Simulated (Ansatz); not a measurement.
# NiGe (Pnma) in Ansatz: notebook

The runs below take NiGe through single point, with PBEsol.

Program: Ansatz 0.2.0. These are calculated values, not measurements. Logs are shortened: lines on timing, memory, paths and dates and some standing lists are left out, and cuts for length are marked.

## (1) Starting point

The structure is orthorhombic, space group Pnma (No. 62). Conventional cell: a = 5.381 Å, b = 3.428 Å, c = 5.811 Å, α = 90.00°, β = 90.00°, γ = 90.00°. Ge (site symmetry m) has 6 Ni at 2.33 to 2.49 Å as nearest neighbours. Ni (site symmetry m) has 6 Ge at 2.33 to 2.49 Å as nearest neighbours.

## (2) Single point, PBEsol, collinear spin, ferrimagnetic start

Contents of input.yaml:

```yaml
crystal:
  lattice:
    - [5.381, 0.0, 0.0]
    - [0.0, 3.428, 0.0]
    - [0.0, 0.0, 5.811]
  atoms:
    - { symbol: Ge, position: [0.312, 0.75, 0.917] }
    - { symbol: Ge, position: [0.688, 0.25, 0.083] }
    - { symbol: Ge, position: [0.188, 0.25, 0.417] }
    - { symbol: Ge, position: [0.812, 0.75, 0.583] }
    - { symbol: Ni, position: [0.495, 0.75, 0.31], spin: 1.0 }
    - { symbol: Ni, position: [0.505, 0.25, 0.69], spin: -0.5 }
    - { symbol: Ni, position: [0.005, 0.25, 0.81], spin: 1.0 }
    - { symbol: Ni, position: [0.995, 0.75, 0.19], spin: -0.5 }
hamiltonian:
  xc: pbesol
  pseudopotentials: { kind: paw }
magnetization:
  spin_polarized: true
kpoints:
  mp_grid: { grid: [5, 8, 5] }
scf:
  occupations: { method: fermi_dirac, width: 0.05 }
output:
  forces: true
  stress: true
  eigenvalues: true
```

Potentials or basis: Ansatz PAW.

On the command line:

```bash
$ ansatz run input.yaml --threads 4 --pin off --max-ram 11264MiB --backend cpu --events-out ev --progress --plain --runs-dir out
```

The log of the run:

```text
Warning: RAYON_NUM_THREADS=4 ignored (pool sized by the plan → 4); use --threads N
Engine: ansatz 0.2.0, aarch64-unknown-linux-gnu
Pseudopotentials: kind: paw
Pseudopotential: Ge, paw, valence charge 14, recommended cutoff 420 eV (normal), Ge.paw.azcp
Pseudopotential: Ni, paw, valence charge 18, recommended cutoff 420 eV (normal), Ni.paw.azcp
Functional definition: PBEsol
  exchange = pbesol_x
  correlation = pbesol_c
Crystal: 8 atoms, lattice volume = 107.190 Å³
Basis set: ecut = 420 eV, 2113 PW (Γ), exchange–correlation on 72×48×80 points (8 copies of the dense FFT grid, shifted against one another)
Bands: 79, of which v1, the nominal top of the filled ones, is band 64 counted from 1 (63 counted from 0)
Symmetry: 4 space group operations
Space group: Pmn21 (ITA 31), of the structure as read, at distance tolerance 4.8e-5 Å
Magnetic group: BNS 31.123 (UNI 221), of the structure as read, at distance tolerance 4.8e-5 Å
k-points: 45 of 200 (time reversal used)
Non-local potential: Ge, projectors of the file, l = 0: 2, l = 1: 2, l = 2: 3, l = 3: 1
Non-local potential: Ni, projectors of the file, l = 0: 3, l = 1: 2, l = 2: 3, l = 3: 1
PAW form: soft (Blöchl's): semilocal exchange-correlation on the pseudo side does not see the compensation charge
PAW frozen core: Ge, regenerated for the run's functional, and the local potential with it (the file was generated under x = pbe(κ = 0.804, μ = 0.2195149727645171), c = pbe(β = 0.06672455060314922))
PAW frozen core: Ni, regenerated for the run's functional, and the local potential with it (the file was generated under x = pbe(κ = 0.804, μ = 0.2195149727645171), c = pbe(β = 0.06672455060314922))
[... 41 lines left out ...]
  E_kinetic    = 1590.678119
  E_local      = -23418.498539  (includes V_loc(G=0)·N_el)
  E_nonlocal   = 4235.911271
  E_hartree    = 10039.478239
  E_xc         = -642.517367
  E_vxc        = -702.614810  (∫ρ·V_xc dr)
  E_paw        = -14307.145674  (= ΣΔE_a)
  E_vpaw       = -3366.898970  (= ΣTr[D̂ρ^β])
  E_aug_tail   = 0.003357  (compensation charges beyond the density's cutoff)
  E_ewald      = -17739.160084
  E_core_change = 4.460900  (= ΣΔE_core)
  E_smearing   = -0.022550  (= −TS)
  E_closure    = 0.000000  (closes the sum)
  Σ components = -40236.812328   (vs F -40236.812328, Δ=0.00e0)
--- Forces (eV/Å), atoms counted from 1 ---
  atom   1  Ge    -0.11176007     0.00000000    -0.14095737
  atom   2  Ge     0.11176030     0.00000000     0.14095702
  atom   3  Ge     0.11176007     0.00000000    -0.14095737
  atom   4  Ge    -0.11176030     0.00000000     0.14095702
  atom   5  Ni    -0.05124832     0.00000000     0.00272422
  atom   6  Ni     0.05124798     0.00000000    -0.00272362
  atom   7  Ni     0.05124832     0.00000000     0.00272422
  atom   8  Ni    -0.05124798     0.00000000    -0.00272362
  max |Σ_I F_I| component: 4.96e-7 eV/Å
--- Stress (GPa, compression-positive) ---
       -4.229092       0.000000       0.000000
        0.000000      -2.642253       0.000000
        0.000000       0.000000      -2.859459
  P = ⅓ Tr σ = -3.2436 GPa (-32.436 kbar)
--- Band table (eV; the first three rows and the last of 90) ---
  k-point 0 ↑: bands = ["-87.8762", "-87.8739", "-87.8737", "-87.8714", "-48.4734", "-48.4675", "-48.4666", "-48.4507", "-48.4501", "-48.4408", "-48.4233", "-48.4225", "-48.4024", "-48.3994", "-48.3921", "-48.3890", "-9.3029", "-9.2917", "-9.2796", "-9.2787", "-9.2562", "-9.2411", "-9.2393", "-9.2343", "-9.2250", "-9.2232", "-9.2224", "-9.2115", "-9.2077", "-9.2073", "-9.2017", "-9.1958", "-9.1935", "-9.1884", "-9.1869", "-9.1865", "2.3412", "5.4447", "6.7223", "6.8418", "9.0366", "9.5053", "11.4826", "11.6938", "11.8715", "11.9195", "11.9661", "12.2066", "12.2067", "12.6638", "12.6843", "12.9062", "12.9888", "13.2191", "13.3911", "13.4305", "13.5002", "13.5602", "13.6287", "13.6346", "13.6635", "14.2666", "14.4720", "14.6149", "15.9770", "16.0943", "19.3833", "19.5296", "19.7928", "20.0621", "20.1680", "21.2028", "22.0367", "22.1145", "22.3946", "22.8984", "24.5423", "24.7202", "24.7616"]
  k-point 1 ↑: bands = ["-87.8760", "-87.8745", "-87.8731", "-87.8716", "-48.4731", "-48.4693", "-48.4643", "-48.4539", "-48.4472", "-48.4413", "-48.4232", "-48.4226", "-48.4022", "-48.3997", "-48.3917", "-48.3893", "-9.3018", "-9.2927", "-9.2790", "-9.2784", "-9.2557", "-9.2441", "-9.2374", "-9.2316", "-9.2265", "-9.2225", "-9.2219", "-9.2101", "-9.2097", "-9.2070", "-9.1998", "-9.1980", "-9.1959", "-9.1877", "-9.1874", "-9.1865", "2.5105", "4.7809", "6.9235", "7.1157", "8.8694", "10.1497", "10.8718", "11.7052", "11.7948", "11.9238", "12.0041", "12.2411", "12.3268", "12.7022", "12.7207", "12.8370", "12.9790", "13.2912", "13.3124", "13.3489", "13.3982", "13.5047", "13.5682", "13.6502", "13.9257", "14.0815", "14.5102", "15.1166", "16.3372", "16.4088", "18.3574", "19.0101", "19.6327", "19.8966", "20.3186", "21.2078", "22.0570", "22.3654", "22.7165", "23.0080", "24.3688", "24.6911", "25.2319"]
  k-point 2 ↑: bands = ["-87.8757", "-87.8752", "-87.8724", "-87.8719", "-48.4723", "-48.4710", "-48.4611", "-48.4576", "-48.4446", "-48.4425", "-48.4230", "-48.4228", "-48.4015", "-48.4006", "-48.3909", "-48.3899", "-9.2989", "-9.2954", "-9.2780", "-9.2779", "-9.2535", "-9.2491", "-9.2340", "-9.2299", "-9.2247", "-9.2214", "-9.2212", "-9.2163", "-9.2062", "-9.2055", "-9.2022", "-9.2009", "-9.1949", "-9.1900", "-9.1869", "-9.1866", "3.0095", "3.8024", "7.1343", "7.3173", "9.0628", "9.8336", "11.1624", "11.6122", "11.9370", "12.0402", "12.0736", "12.2562", "12.4786", "12.6942", "12.7354", "12.7821", "12.9250", "13.0478", "13.1532", "13.2230", "13.4404", "13.5417", "13.6065", "13.6800", "13.8871", "14.0961", "14.7573", "15.6852", "16.0587", "17.1732", "17.4121", "18.5490", "19.1765", "20.0021", "20.9164", "21.1716", "21.7749", "21.9293", "23.0784", "23.3406", "23.9704", "23.9938", "24.2089"]
  k-point 44 ↓: bands = ["-87.8741", "-87.8741", "-87.8733", "-87.8733", "-48.4648", "-48.4648", "-48.4621", "-48.4621", "-48.4400", "-48.4400", "-48.4324", "-48.4324", "-48.3974", "-48.3974", "-48.3964", "-48.3964", "-9.2841", "-9.2841", "-9.2837", "-9.2837", "-9.2484", "-9.2484", "-9.2400", "-9.2400", "-9.2141", "-9.2141", "-9.2127", "-9.2127", "-9.2031", "-9.2031", "-9.1994", "-9.1994", "-9.1878", "-9.1878", "-9.1864", "-9.1864", "6.2095", "6.2095", "6.4690", "6.4690", "9.1647", "9.1647", "9.6656", "9.6656", "12.1177", "12.1177", "12.1848", "12.1848", "12.3180", "12.3180", "12.5117", "12.5117", "13.0262", "13.0262", "13.1581", "13.1581", "13.5604", "13.5604", "13.6173", "13.6173", "13.8009", "13.8009", "13.8224", "13.8224", "16.8943", "16.8943", "17.7292", "17.7292", "18.3881", "18.3881", "19.2926", "19.2926", "20.8096", "20.8096", "21.7172", "21.7172", "22.8247", "22.8247", "23.5831"]
```

It took 2 min on 4 threads of Arm Neoverse V1, shared host; peak memory 1.1 GiB.

Results:

| Quantity | Value |
| --- | --- |
| Free energy | -40236.8123 eV |
| Pressure | -3.2 GPa |
| Largest force | 0.180 eV/Å |
| Band gap on the k mesh | none (metal or under the smearing width) |
| Net moment | 0.00 μB per cell |
| Absolute moment | 0.00 μB per cell |

Forces on the atoms (eV/Å):
```
Ge  -0.112  0.000 -0.141
Ge   0.112  0.000  0.141
Ge   0.112  0.000 -0.141
Ge  -0.112  0.000  0.141
Ni  -0.051  0.000  0.003
Ni   0.051  0.000 -0.003
Ni   0.051  0.000  0.003
Ni  -0.051  0.000 -0.003
```

Levels at points of the mesh, in eV from the Fermi level:
Spin up:
```
            k point  band 60  band 61  band 62  band 63  band 64  band 65  band 66  band 67  band 68  band 69
 (0.00, 0.00, 0.00)    -1.76    -1.73    -1.13    -0.93    -0.78     0.58     0.70     3.99     4.13     4.40
(0.00, -0.50, 0.00)    -1.76    -1.59    -1.59    -1.28    -1.28    -0.57    -0.57     1.92     1.92     2.15
```
Spin down:
| k point | band 60 | band 61 | band 62 | band 63 | band 64 | band 65 | band 66 | band 67 | band 68 | band 69 |
| --- | --- | --- | --- | --- | --- | --- | --- | --- | --- | --- |
| (0.00, 0.00, 0.00) | -1.76 | -1.73 | -1.13 | -0.93 | -0.78 | 0.58 | 0.70 | 3.99 | 4.13 | 4.40 |
| (0.00, -0.50, 0.00) | -1.76 | -1.59 | -1.59 | -1.28 | -1.28 | -0.57 | -0.57 | 1.92 | 1.92 | 2.15 |

Caveat: the PAW data sets come from PBE, with cores solved anew for the run's functional, which leaves a small shift of forces and pressure; the starting moments weren't kept.

## (3) Single point, PBEsol, collinear spin, ferromagnetic start

Contents of input.yaml:

```yaml
crystal:
  lattice:
    - [5.381, 0.0, 0.0]
    - [0.0, 3.428, 0.0]
    - [0.0, 0.0, 5.811]
  atoms:
    - { symbol: Ge, position: [0.312, 0.75, 0.917] }
    - { symbol: Ge, position: [0.688, 0.25, 0.083] }
    - { symbol: Ge, position: [0.188, 0.25, 0.417] }
    - { symbol: Ge, position: [0.812, 0.75, 0.583] }
    - { symbol: Ni, position: [0.495, 0.75, 0.31], spin: 2.5 }
    - { symbol: Ni, position: [0.505, 0.25, 0.69], spin: 2.5 }
    - { symbol: Ni, position: [0.005, 0.25, 0.81], spin: 2.5 }
    - { symbol: Ni, position: [0.995, 0.75, 0.19], spin: 2.5 }
hamiltonian:
  xc: pbesol
  pseudopotentials: { kind: paw }
magnetization:
  spin_polarized: true
kpoints:
  mp_grid: { grid: [5, 8, 5] }
scf:
  occupations: { method: fermi_dirac, width: 0.05 }
output:
  forces: true
  stress: true
  eigenvalues: true
  write_density: true
  write_potential: true
  elf: true
  volumetric_format: npy
```

Potentials or basis: Ansatz PAW.

On the command line:

```bash
$ ansatz run input.yaml --threads 4 --pin off --max-ram 11264MiB --backend cpu --events-out ev --progress --plain --runs-dir out
```

The log of the run:

```text
Warning: where an SCF of this run starts from atoms to list the orders of its open shells, Ni (sites 4, 5, 6, 7, from 0) starts with 2.00 μB on its 3d shell, in the place of the 2.50 μB that the deck gives it: its open shells can hold no more by Hund's first rule. To start from spheres of the given moment, type scf.initial_density.shell_occupations: []
Warning: RAYON_NUM_THREADS=4 ignored (pool sized by the plan → 4); use --threads N
[... 90 lines left out ...]
  k-point 2 ↑: bands = ["-87.8757", "-87.8752", "-87.8724", "-87.8719", "-48.4723", "-48.4710", "-48.4611", "-48.4575", "-48.4446", "-48.4425", "-48.4230", "-48.4228", "-48.4015", "-48.4006", "-48.3908", "-48.3899", "-9.2989", "-9.2954", "-9.2779", "-9.2779", "-9.2534", "-9.2491", "-9.2339", "-9.2299", "-9.2247", "-9.2213", "-9.2212", "-9.2163", "-9.2062", "-9.2055", "-9.2022", "-9.2009", "-9.1949", "-9.1900", "-9.1869", "-9.1866", "3.0095", "3.8024", "7.1343", "7.3173", "9.0628", "9.8336", "11.1625", "11.6123", "11.9370", "12.0402", "12.0737", "12.2562", "12.4786", "12.6942", "12.7354", "12.7821", "12.9251", "13.0478", "13.1532", "13.2231", "13.4405", "13.5418", "13.6065", "13.6800", "13.8871", "14.0961", "14.7574", "15.6852", "16.0587", "17.1732", "17.4121", "18.5490", "19.1765", "20.0021", "20.9164", "21.1716", "21.7749", "21.9293", "23.0784", "23.3406", "23.9704", "23.9938", "24.2089", "24.3078", "25.6213", "26.6083", "26.7037"]
  k-point 44 ↓: bands = ["-87.8741", "-87.8741", "-87.8733", "-87.8733", "-48.4648", "-48.4648", "-48.4620", "-48.4620", "-48.4400", "-48.4400", "-48.4324", "-48.4324", "-48.3974", "-48.3974", "-48.3964", "-48.3964", "-9.2841", "-9.2841", "-9.2836", "-9.2836", "-9.2484", "-9.2484", "-9.2400", "-9.2400", "-9.2141", "-9.2141", "-9.2127", "-9.2127", "-9.2031", "-9.2031", "-9.1994", "-9.1994", "-9.1878", "-9.1878", "-9.1863", "-9.1863", "6.2095", "6.2095", "6.4690", "6.4690", "9.1647", "9.1647", "9.6656", "9.6656", "12.1177", "12.1177", "12.1848", "12.1848", "12.3180", "12.3180", "12.5117", "12.5117", "13.0262", "13.0262", "13.1582", "13.1582", "13.5604", "13.5604", "13.6173", "13.6173", "13.8009", "13.8009", "13.8224", "13.8224", "16.8943", "16.8943", "17.7292", "17.7292", "18.3881", "18.3881", "19.2926", "19.2926", "20.8096", "20.8096", "21.7172", "21.7172", "22.8247", "22.8247", "23.5831", "23.5831", "26.4478", "26.4478", "28.5551"]
```

rho_z.tsv:

```text
# z_ang	rho[e/angstrom^3]	rho_spin[e/angstrom^3]
# format = ansatz-planar-average/11
# lattice	5.381000000	0.000000000	0.000000000
# lattice	0.000000000	3.428000000	0.000000000
# lattice	0.000000000	0.000000000	5.811000000
# sites	8
# site	32	1.678872000	2.571000000	5.328687000
# site	32	3.702128000	0.857000000	0.482313000
# site	32	1.011628000	0.857000000	2.423187000
# site	32	4.369372000	2.571000000	3.387813000
# site	28	2.663595000	2.571000000	1.801410000
# site	28	2.717405000	0.857000000	4.009590000
# site	28	0.026905000	0.857000000	4.706910000
# site	28	5.354095000	2.571000000	1.104090000
0.000000	5.015141e-1	-8.226607e-11
0.145275	6.143257e-1	-9.223003e-10
0.290550	9.214620e-1	-3.256582e-9
0.435825	1.223371e0	-7.125515e-9
0.581100	1.266396e0	-1.228938e-8
0.726375	1.186295e0	-2.075427e-8
[... 32 lines left out ...]
5.520450	9.214620e-1	-3.256582e-9
5.665725	6.143257e-1	-9.223003e-10
```

It took 30 s on 4 threads of Arm Neoverse V1, shared host; peak memory 0.92 GiB.

Results:

```yaml
Free_energy: -40236.8123 eV
Pressure: -3.2 GPa
Largest_force: 0.180 eV/Å
Band_gap_on_the_k_mesh: none (metal or under the smearing width)
Net_moment: 0.00 μB per cell
Absolute_moment: 0.00 μB per cell
```

Forces in eV/Å, atoms in the order of the input:
```
Ge  -0.112  0.000 -0.141
Ge   0.112  0.000  0.141
Ge   0.112  0.000 -0.141
Ge  -0.112  0.000  0.141
Ni  -0.051  0.000  0.003
Ni   0.051  0.000 -0.003
Ni   0.051  0.000  0.003
Ni  -0.051  0.000 -0.003
```

Stress tensor (GPa, compression positive):
```
-4.23  0.00  0.00
 0.00 -2.64  0.00
 0.00  0.00 -2.86
```

Caveat: the starting moments collapsed, and a magnetic state may lie lower; the PAW data sets come from PBE, with cores solved anew for the run's functional, which leaves a small shift of forces and pressure; the starting moments weren't kept.
